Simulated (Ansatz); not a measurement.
Sn, space group I4/mmm, a comparison of functionals at one structure

With Ansatz 0.2.0 through its Python package.

The script reads `sn.cif`:
```cif
data_Sn
_cell_length_a 3.682660
_cell_length_b 3.682660
_cell_length_c 3.682660
_cell_angle_alpha 128.81639
_cell_angle_beta 128.81639
_cell_angle_gamma 75.30619
_symmetry_space_group_name_H-M 'P 1'
_symmetry_Int_Tables_number 1
loop_
_symmetry_equiv_pos_as_xyz
'x, y, z'
loop_
_atom_site_label
_atom_site_type_symbol
_atom_site_fract_x
_atom_site_fract_y
_atom_site_fract_z
Sn1 Sn    0.000000    0.000000    0.000000
```

Run as a notebook:

In [1]:
```python
import csv

import ansatz as az
from ase.io import read
```

In [2]:
```python
atoms = read("sn.cif")
cell = az.Crystal.from_ase(atoms)
```

In [3]:
```python
cell.resolved().tree()["lattice"]
```
Out [3]:
```text
((3.68266, 0.0, 0.0), (0.9341193901681434, 3.562219201637077, 0.0),
 (-2.3083896987095516, -1.78110960361589, 2.2496600308488555))
```

In [4]:
```python
calculation = cell.calculation()
calculation = calculation.basis(600).kpoints(13, 13, 13)
calculation = calculation.occupations("Fermi-Dirac", width=0.1)
calculation = calculation.stress()
```

In [5]:
```python
rows = []
for value in ["lda", "r2scan", "pbesol"]:
    data = calculation.functional(value).run(threads=1).report
    rows.append((value, data["free_energy_ev"] / len(data["lattice"]["sites"]), data["n_iterations"], sum(data["stress_gpa"][i][i] for i in range(3)) / 3, data["n_kpoints"]))
```

In [6]:
```python
with open("xc.csv", "w", newline="") as handle:
    writer = csv.writer(handle)
    writer.writerow(["functional", "F/atom (eV)", "iterations", "P (GPa)", "k-points"])
    writer.writerows([round(v, 5) if isinstance(v, float) else v for v in row] for row in rows)
print(open("xc.csv").read())
```
```text
functional,F/atom (eV),iterations,P (GPa),k-points
lda,-5879.40018,7,-5.16421,196
r2scan,-6038.36725,6,-2.76093,196
pbesol,-5949.68707,6,-4.05894,196
```

From lowest to highest: LDA (-5.2 GPa), PBEsol (-4.1 GPa) and r2SCAN (-2.8 GPa). At a fixed cell a lower pressure usually means a smaller equilibrium volume, so LDA prefers the smallest cell and r2SCAN the largest.

Pressure is positive in compression. This isn't the structure that Sn takes at ambient conditions. Total energies of different functionals can't be compared; pressures, moments and gaps at this one structure can. Hardware and time: 21 s on 1 thread of Arm Neoverse V2 (shared host), peak memory 0.61 GiB.
